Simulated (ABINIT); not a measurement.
Input of an ABINIT 10.8.3 (patched build) run:

Contents of run.abi:

```
# Pseudopotentials
pp_dirpath "./"
pseudos "Yb.upf, H.upf"

# Structure
acell 3.6839853178 3.6839853178 3.6839853178 Angstrom
rprim
     0.0000000000     0.7071067812     0.7071067812
     0.7071067812     0.0000000000     0.7071067812
     0.7071067812     0.7071067812     0.0000000000
ntypat 2
znucl 70 1
natom 4
typat 1 2 2 2
xred
     0.0000000000     0.0000000000     0.0000000000
     0.5000000000     0.5000000000     0.5000000000
     0.2500000000     0.2500000000     0.2500000000
     0.7500000000     0.7500000000     0.7500000000

# Plane-wave basis
ecut 36.0

# k points
kptopt 1
ngkpt 7 7 7
nshiftk 1
shiftk 0.0 0.0 0.0

# Exchange and correlation
ixc 11

# Bands and occupations
nband 15
occopt 3
tsmear 0.05 eV

# Spin
nsppol 2
spinat
     0.0000000000     0.0000000000     1.0000000000
     0.0000000000     0.0000000000     0.0000000000
     0.0000000000     0.0000000000     0.0000000000
     0.0000000000     0.0000000000     0.0000000000

# SCF cycle
nstep 100
tolvrs 1.0e-10

# Output
iomode 3
prtwf 0
prteig 0
prtebands 0
prtden 1
prtvha 1
prtvclmb 1
prtpot 1
```

Potentials or basis: PseudoDojo NC SR PBE v0.4 lanthanides 3+ (4f in core; v0.4.1 standard for the other elements).

The run is started by

```sh
$ abinit run.abi > log 2>&1
```

Q: Estimate the net moment.

A: 0.00 μB per cell.

Q: Estimate the pressure.

A: -9.4 GPa.

Q: Predict the band gap on the k mesh.

A: None (metal or under the smearing width).

Caveat: small starting moments can end in a higher magnetic state in this program; spin-orbit coupling is left out, which moves the levels of the heavy elements; the 4f electrons are frozen in the core as for a trivalent ion, so they carry no moment and show no levels, and Eu and Yb are often divalent. The state reached can hang on the start; a lower one may exist.
